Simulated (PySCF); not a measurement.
# From one method to the next for BeC (triplet)

Starting from one script, swap the method and compare what comes out for BeC (triplet).

The runs use PySCF 2.14.0; each script names its method and basis.

3 further runs of the same task are left out: 3 that didn't finish.

### 1 The starting structure

BeC (triplet): 2 atoms, charge 0, spin multiplicity 3.

Bond lengths: Be1–C2 1.503 Å.

### 2 Base script

File input.py:

```python
from pyscf import gto, scf, mp

mol = gto.M(
    atom='Be 0 0 0; C 0 0 1.503',
    basis='cc-pvtz',
    charge=0,
    spin=2,
    verbose=4,
)
mf = scf.UHF(mol)
mf = mf.density_fit(auxbasis='def2-universal-jkfit')
mf.kernel()
mp.MP2(mf, frozen=1).kernel()
mf.dip_moment()
print('orbital energies (hartree):', [e[max(0, n-3):n+3].round(4) for e, n in zip(mf.mo_energy, mol.nelec)])
```

Command:

```console
> OMP_NUM_THREADS=1 python input.py
```

### 3 EOM-IP

Edit 1 changes step after the SCF: mp2 → eomip; number of roots: none → 4.

input.py, as its differences from that of step 2:

```diff
@@ -1,2 +1,2 @@
-from pyscf import gto, scf, mp
+from pyscf import gto, scf, cc
 
@@ -12,3 +12,6 @@
 mf.kernel()
-mp.MP2(mf, frozen=1).kernel()
+mycc = cc.CCSD(mf, frozen=1)
+mycc.kernel()
+e = mycc.ipccsd(nroots=4)[0]
+print('roots (eV) =', (e*27.211386).round(3))
 mf.dip_moment()
```

### 4 CASSCF (ROHF)

Edit 2 changes step after the SCF: mp2 → casscf; SCF type: UHF → ROHF; active space: none → 8 electrons in 6 orbitals.

File input.py:

```python
from pyscf import gto, scf, mcscf

mol = gto.M(
    atom='Be 0 0 0; C 0 0 1.503',
    basis='cc-pvtz',
    charge=0,
    spin=2,
    verbose=4,
)
mf = scf.ROHF(mol)
mf = mf.density_fit(auxbasis='def2-universal-jkfit')
mf.kernel()
mc = mcscf.CASSCF(mf, 6, 8)
mc.kernel()
mc.analyze()
mf.dip_moment()
print('orbital energies (hartree):', mf.mo_energy[..., max(0, mol.nelec[1]-3):mol.nelec[0]+3].round(4))
```

### 5 RHF

Edit 3 changes SCF type: UHF → RHF.

File input.py:

```python
from pyscf import gto, scf, mp

mol = gto.M(
    atom='Be 0 0 0; C 0 0 1.503',
    basis='cc-pvtz',
    charge=0,
    spin=2,
    verbose=4,
)
mf = scf.RHF(mol)
mf = mf.density_fit(auxbasis='def2-universal-jkfit')
mf.kernel()
mp.MP2(mf, frozen=1).kernel()
mf.dip_moment()
print('orbital energies (hartree):', mf.mo_energy[..., max(0, mol.nelec[1]-3):mol.nelec[0]+3].round(4))
```

### 6 Gradient

Edit 4 changes step after the SCF: mp2 → gradient.

input.py, as its differences from that of step 2:

```diff
@@ -1,2 +1,2 @@
-from pyscf import gto, scf, mp
+from pyscf import gto, scf
 
@@ -12,3 +12,3 @@
 mf.kernel()
-mp.MP2(mf, frozen=1).kernel()
+mf.nuc_grad_method().kernel()
 mf.dip_moment()
```

**Question.** What will these runs give? Wanted: for each run, E(SCF); from base; gap, α spin; SCF dipole; after the SCF.

**Answer**, as computed:

```csv
run,E(SCF) (hartree),from base (eV),cycles,"gap, α spin (eV)",SCF dipole (D),after the SCF
base,-52.260860,0,13,8.17,5.20,"MP2 correlation -4.514 eV, core frozen"
EOM-IP,-52.260860,0.0000,13,8.17,5.20,"CCSD correlation -5.408 eV, core frozen, first root 8.38 eV"
CASSCF (ROHF),-52.257433,+0.0932,11,n/a,5.22,CASSCF correlation -2.274 eV
RHF,-52.257433,+0.0932,11,n/a,5.22,"MP2 correlation -4.539 eV, core frozen"
gradient,-52.260860,0.0000,13,8.17,5.20,n/a
```

**Reading.** The dearest run is “EOM-IP”, at 28 s against 1.1 s.
